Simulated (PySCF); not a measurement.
# Changing the system itself: LiTl

Aim: change spin, charge, geometry, field or solvent of LiTl, one at a time, and compare with the base run.

Program: PySCF 2.14.0. Level of theory: each script names its method and basis. These are calculated values, not measurements.

5 further runs of the same task are left out: 1 for a known fault of the program, 4 that didn't finish.

### 1 The system as given

LiTl: 2 atoms, charge 0, spin multiplicity 1.

Bond lengths: Li1–Tl2 2.443 Å.

### 2 The run that the others are compared with

input.py

```python
from pyscf import gto, scf

mol = gto.M(
    atom='Li 0 0 0; Tl 0 0 2.443',
    basis='def2-svp',
    ecp={'Tl': 'def2-svp'},
    charge=0,
    spin=0,
    symmetry=True,
    verbose=4,
)
mf = scf.RHF(mol)
mf.kernel()
mf.dip_moment()
print('orbital energies (hartree):', mf.mo_energy[..., max(0, mol.nelec[1]-3):mol.nelec[0]+3].round(4))
```

Command:

```console
$ OMP_NUM_THREADS=1 python input.py
```

Its log is not repeated here.

It gives: E(SCF) = -178.919596 Eh, 9 cycles, μ = 3.39 D.

The bond length is a typed value, not an optimised one.

### 3 Charge +1 (doublet, UHF)

Run 1 changes charge: 0 → 1; spin (2S): 0 → 1; SCF type: RHF → UHF.

input.py

```python
from pyscf import gto, scf

mol = gto.M(
    atom='Li 0 0 0; Tl 0 0 2.443',
    basis='def2-svp',
    ecp={'Tl': 'def2-svp'},
    charge=1,
    spin=1,
    symmetry=True,
    verbose=4,
)
mf = scf.UHF(mol)
mf.kernel()
mf.dip_moment()
print('orbital energies (hartree):', [e[max(0, n-3):n+3].round(4) for e, n in zip(mf.mo_energy, mol.nelec)])
```

Command:

```console
$ OMP_NUM_THREADS=1 python input.py
```

### 4 Electric field 0.01 a.u.

Run 2 changes electric field: none → 0.01 a.u.; point-group symmetry: on → off.

Changes to input.py since step 2:

```diff
@@ -8,3 +8,2 @@
     spin=0,
-    symmetry=True,
     verbose=4,
@@ -12,2 +11,7 @@
 mf = scf.RHF(mol)
+field = 0.01  # electric field along z, atomic units
+h = mf.get_hcore() + field*mol.intor('int1e_r')[2]
+mf.get_hcore = lambda *args: h
+e_nuc = mol.energy_nuc() - field*mol.atom_charges() @ mol.atom_coords()[:, 2]
+mf.energy_nuc = lambda *args: e_nuc
 mf.kernel()
```

### 5 Bond 2.516 Å

Run 3 changes bond length: 2.443 Å → 2.516 Å.

Changes to input.py since step 2:

```diff
@@ -3,3 +3,3 @@
 mol = gto.M(
-    atom='Li 0 0 0; Tl 0 0 2.443',
+    atom='Li 0 0 0; Tl 0 0 2.516',
     basis='def2-svp',
```

### 6 Bond 3.054 Å

Run 4 changes bond length: 2.443 Å → 3.054 Å.

Changes to input.py since step 2:

```diff
@@ -3,3 +3,3 @@
 mol = gto.M(
-    atom='Li 0 0 0; Tl 0 0 2.443',
+    atom='Li 0 0 0; Tl 0 0 3.054',
     basis='def2-svp',
```

**Question.** What will these runs give? Wanted: for each run, E(SCF); from base; gap, α spin; SCF dipole.

**Answer**, as computed:

```tsv
run	E(SCF) (hartree)	from base (eV)	cycles	gap, α spin (eV)	SCF dipole (D)
base	-178.919596	0	9	5.13	3.39
charge +1 (doublet, UHF)	-178.767660	+4.1344	10	6.91	n/a
electric field 0.01 a.u.	-178.921240	-0.0447	9	4.86	4.38
bond 2.516 Å	-178.925437	-0.1589	9	5.14	3.33
bond 3.054 Å	-178.941786	-0.6038	9	5.06	2.43
```

In words: The largest comparable shift of the SCF energy, -0.604 eV, comes with the run “bond 3.054 Å”. At the SCF level, going to the doublet with one electron fewer costs 4.13 eV at fixed geometry, against 4.66 eV for the negative of the highest filled level.
